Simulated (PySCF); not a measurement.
# O2SiH2 in PySCF: atomic charges with WC

Aim: the atomic charges of O2SiH2 with WC.

Program: PySCF 2.14.0. These are calculated values, not measurements. Logs are shortened: lines on timing, memory, paths and dates and some standing lists are left out, and cuts for length are marked.

## 1. The cell of the first run

The cell holds a molecule in a box, 5 atoms: a = 13.000 Å, b = 11.000 Å, c = 11.000 Å, α = 90.00°, β = 90.00°, γ = 90.00°.

## 2. Atomic charges, WC (atoms moved at random, drawn with an rms of 0.05 Å)

The input, run.py:

```python
import json
import numpy as np
from pyscf.pbc import gto, scf, dft, df

cell = gto.Cell()
cell.basis = 'def2-svp'
cell.fromfile('SiH2O2.xyz')
cell.exp_to_discard = 0
cell.precision = 1e-08
cell.max_memory = 2520  # MB
cell.verbose = 4
cell.build()

res = {}
kpts = cell.make_kpts([1, 1, 1])
mf = dft.KRKS(cell, kpts, xc='GGA_X_WC,GGA_C_PBE')
mf = mf.density_fit()
mf.with_df._cderi = 'cderi.h5'  # three-centre integrals saved by an earlier run on this cell, basis and mesh
mf.conv_tol = 1e-07
mf.max_cycle = 60

mf.kernel()
res.update(converged=bool(mf.converged), e_tot=mf.e_tot, nelec=cell.nelectron, nao=cell.nao, mesh=list(map(int, cell.mesh)), a=cell.lattice_vectors().tolist(), coords=cell.atom_coords().tolist(),
           mo_energy=[np.real(x).tolist() for x in mf.mo_energy], mo_occ=[np.real(x).tolist() for x in mf.mo_occ])
res.update(kpts=cell.get_scaled_kpts(kpts).tolist())
res['parts'] = {k: float(np.real(v)) for k, v in mf.scf_summary.items() if np.isscalar(v)}
json.dump(res, open('results.json', 'w'))
if not mf.converged:
    raise SystemExit('SCF not converged')

print('levels (eV)')
for i, kp in enumerate(res['kpts'][:40]):
    print('k %7.4f %7.4f %7.4f  ' % tuple(kp), ' '.join('%.3f' % (x * 27.211386) for x in res['mo_energy'][i][:21]))

# Mulliken populations
dm, s = np.asarray(mf.make_rdm1()), np.asarray(mf.get_ovlp())
sites = cell.aoslice_by_atom()[:, 2:]
tot = np.einsum('kij,kji->i', dm, s).real / len(kpts)
res['mulliken'] = [cell.atom_charge(i) - tot[a0:a1].sum() for i, (a0, a1) in enumerate(sites)]
print('Mulliken charges', np.round(res['mulliken'], 5))
res['meta_lowdin'] = mf.mulliken_meta()[1].tolist()
res['done'] = True
json.dump(res, open('results.json', 'w'))
```

The input, SiH2O2.xyz:

```xyz
5
Lattice="13.0000000000 0.0000000000 0.0000000000 0.0000000000 11.0000000000 0.0000000000 0.0000000000 0.0000000000 11.0000000000" Properties=species:S:1:pos:R:3 pbc="T T T"
O      4.8784190000      5.4519960000      5.3593980000
Si     6.0715200000      4.8053830000      6.2407620000
O      7.3642530000      5.7713370000      5.7436720000
H      5.0265020000      6.2778760000      4.7972210000
H      8.1603860000      5.5409200000      6.0822190000
```

Potentials or basis: def2-svp (all-electron).

Command:

```bash
> OMP_NUM_THREADS=2 python -u run.py > log
```

The program printed:

```text
Discarded 0 diffused primitive functions, 0 contracted functions

******** <class 'pyscf.pbc.dft.krks.KRKS'> ********
method = KRKS
initial guess = minao
damping factor = 0
level_shift factor = 0
DIIS = <class 'pyscf.scf.diis.CDIIS'>
diis_start_cycle = 1
diis_space = 8
diis_damp = 0
SCF conv_tol = 1e-07
SCF conv_tol_grad = None
SCF max_cycles = 60
direct_scf = True
direct_scf_tol = 1e-13

******** PBC SCF flags ********
N kpts = 1
Exchange divergence treatment (exxdiv) = ewald
    madelung (= occupied orbital energy shift) = 0.12785599907141473
    Total energy shift due to Ewald probe charge = -1/2 * Nelec*madelung = -2.04569598514
DF object = <pyscf.pbc.df.df.GDF object>
XC functionals = GGA_X_WC,GGA_C_PBE
small_rho_cutoff = 0
radial grids:
    Treutler-Ahlrichs [JCP 102, 346 (1995); DOI:10.1063/1.469408] (M4) radial grids

becke partition: Becke, JCP 88, 2547 (1988); DOI:10.1063/1.454033
pruning grids: <function nwchem_prune>
grids dens level: 3
symmetrized grids: False
atomic radii adjust function: <function treutler_atomic_radii_adjust>
Set gradient conv threshold to 0.000316228

******** <class 'pyscf.pbc.df.rsdf_builder._RSNucBuilder'> ********
mesh = [45 39 39] (68445 PWs)
ke_cutoff = 15.830355360444626
omega = 0.5009322609352015
exclude_d_aux = False
exclude_dd_block = True
j2c_eig_always = False
has_long_range = True
tot grids = 66942
cell vol = 10615.1302  sum(weights) = 10737.4917
nelec by numeric integration = 31.99999758680558
init E= -440.573368276557
  HOMO = -0.240261491314  LUMO = -0.0813223761783  gap/eV = 4.32495
nelec by numeric integration = 31.999996520447052
cycle= 1 E= -439.969494942942  delta_E= 0.604  |g|=  1.1  |ddm|= 2.24
  HOMO = -0.0652793815417  LUMO = 0.0250509327988  gap/eV = 2.45801
nelec by numeric integration = 31.999997846704385
cycle= 2 E= -438.848909753966  delta_E= 1.12  |g|= 2.48  |ddm|= 2.39
  HOMO = -0.180591190875  LUMO = -0.0347119218274  gap/eV = 3.96958
nelec by numeric integration = 31.99999671981445
cycle= 3 E= -440.190073668313  delta_E= -1.34  |g|= 0.176  |ddm|= 1.89
  HOMO = -0.205643916449  LUMO = -0.0556944893779  gap/eV = 4.08033
nelec by numeric integration = 31.999996647501522
cycle= 4 E= -440.193841599455  delta_E= -0.00377  |g|= 0.172  |ddm|= 0.38
  HOMO = -0.205601093154  LUMO = -0.0530484117641  gap/eV = 4.15117
nelec by numeric integration = 31.999996744178382
cycle= 5 E= -440.19939772427  delta_E= -0.00556  |g|= 0.0582  |ddm|= 0.152
  HOMO = -0.199909146841  LUMO = -0.0493108160309  gap/eV = 4.09799
nelec by numeric integration = 31.999996704943825
cycle= 6 E= -440.200187899784  delta_E= -0.00079  |g|= 0.00636  |ddm|= 0.0624
  HOMO = -0.199929399649  LUMO = -0.0495314847023  gap/eV = 4.09254
nelec by numeric integration = 31.999996705488407
cycle= 7 E= -440.200197864337  delta_E= -9.96e-06  |g|= 0.0011  |ddm|= 0.00771
  HOMO = -0.199993461365  LUMO = -0.0495387370103  gap/eV = 4.09408
nelec by numeric integration = 31.999996705713052
cycle= 8 E= -440.200198150388  delta_E= -2.86e-07  |g|= 0.000154  |ddm|= 0.00129
  HOMO = -0.199991424377  LUMO = -0.0495355525899  gap/eV = 4.09411
nelec by numeric integration = 31.99999670549075
cycle= 9 E= -440.200198157382  delta_E= -6.99e-09  |g|= 4.02e-05  |ddm|= 0.000282
  HOMO = -0.199992714032  LUMO = -0.0495365995625  gap/eV = 4.09412
nelec by numeric integration = 31.99999670558022
Extra cycle  E= -440.200198156617  delta_E= 7.65e-10  |g|= 6.49e-05  |ddm|= 0.000167
converged SCF energy = -440.200198156617
levels (eV)
k  0.0000  0.0000  0.0000   -1778.563 -509.554 -509.276 -137.410 -94.605 -94.569 -94.445 -24.726 -23.961 -13.639 -12.480 -8.986 -8.453 -8.070 -7.286 -5.442 -1.348 0.518 1.272 2.795 3.309
Mulliken charges [-0.34512  0.32138 -0.34247  0.20756  0.15865]
 ** Mulliken pop on meta-lowdin orthogonal AOs **
 ** Mulliken pop  **
pop of  0 O 1s            1.99991
pop of  0 O 2s            1.62416
pop of  0 O 3s            0.00265
pop of  0 O 2px           1.80947
pop of  0 O 2py           1.53599
pop of  0 O 2pz           1.62746
pop of  0 O 3px           0.00151
pop of  0 O 3py           0.00301
pop of  0 O 3pz           0.00237
pop of  0 O 3dxy          0.00135
pop of  0 O 3dyz          0.00122
pop of  0 O 3dz^2         0.00039
pop of  0 O 3dxz          0.00161
pop of  0 O 3dx2-y2       0.00147
pop of  1 Si 1s           1.99999
pop of  1 Si 2s           1.99971
pop of  1 Si 3s           1.64304
pop of  1 Si 4s           0.01984
pop of  1 Si 2px          1.99976
pop of  1 Si 2py          1.99980
pop of  1 Si 2pz          1.99980
pop of  1 Si 3px          0.40171
pop of  1 Si 3py          0.65492
pop of  1 Si 3pz          0.59265
pop of  1 Si 4px          0.01012
pop of  1 Si 4py          0.00329
pop of  1 Si 4pz          0.00294
pop of  1 Si 3dxy         0.01137
pop of  1 Si 3dyz         0.00712
pop of  1 Si 3dz^2        0.00909
pop of  1 Si 3dxz         0.01155
pop of  1 Si 3dx2-y2      0.01059
pop of  2 O 1s            1.99991
pop of  2 O 2s            1.61312
pop of  2 O 3s            0.00457
pop of  2 O 2px           1.44700
pop of  2 O 2py           1.79108
pop of  2 O 2pz           1.78116
pop of  2 O 3px           0.00638
pop of  2 O 3py           0.00203
pop of  2 O 3pz           0.00221
pop of  2 O 3dxy          0.00172
pop of  2 O 3dyz          0.00158
pop of  2 O 3dz^2         0.00111
pop of  2 O 3dxz          0.00194
pop of  2 O 3dx2-y2       0.00162
pop of  3 H 1s            0.67171
pop of  3 H 2s            0.01218
pop of  3 H 2px           0.00112
pop of  3 H 2py           0.00132
pop of  3 H 2pz           0.00118
pop of  4 H 1s            0.64728
pop of  4 H 2s            0.01573
pop of  4 H 2px           0.00107
pop of  4 H 2py           0.00153
pop of  4 H 2pz           0.00157
 ** Mulliken atomic charges  **
charge of    0O =     -0.61257
charge of    1Si =      0.62271
charge of    2O =     -0.65544
charge of    3H =      0.31249
charge of    4H =      0.33281
```

It took 7.5 s on 2 threads of Arm Neoverse N1, shared host; peak memory 1.8 GiB.

Results:

```yaml
Free_energy: -11978.4576 eV
Gap_between_the_frontier_levels: 4.09 eV
Meta-löwdin_charges: O -0.61, -0.66; Si +0.62; H +0.31, +0.33 e
```

Levels at points of the mesh, in eV from the valence-band top:
```tsv
k point	band 12	band 13	band 14	band 15	band 16	band 17	band 18	band 19	band 20	band 21
(0.00, 0.00, 0.00)	-3.54	-3.01	-2.63	-1.84	0.00	4.09	5.96	6.71	8.24	8.75
```

Caveat: this is a molecule in a periodic box at the Γ point, so its band gap is the HOMO-LUMO gap; population charges move with the basis; the basis of atomic orbitals isn't converged, which shifts pressures, moduli and gaps.
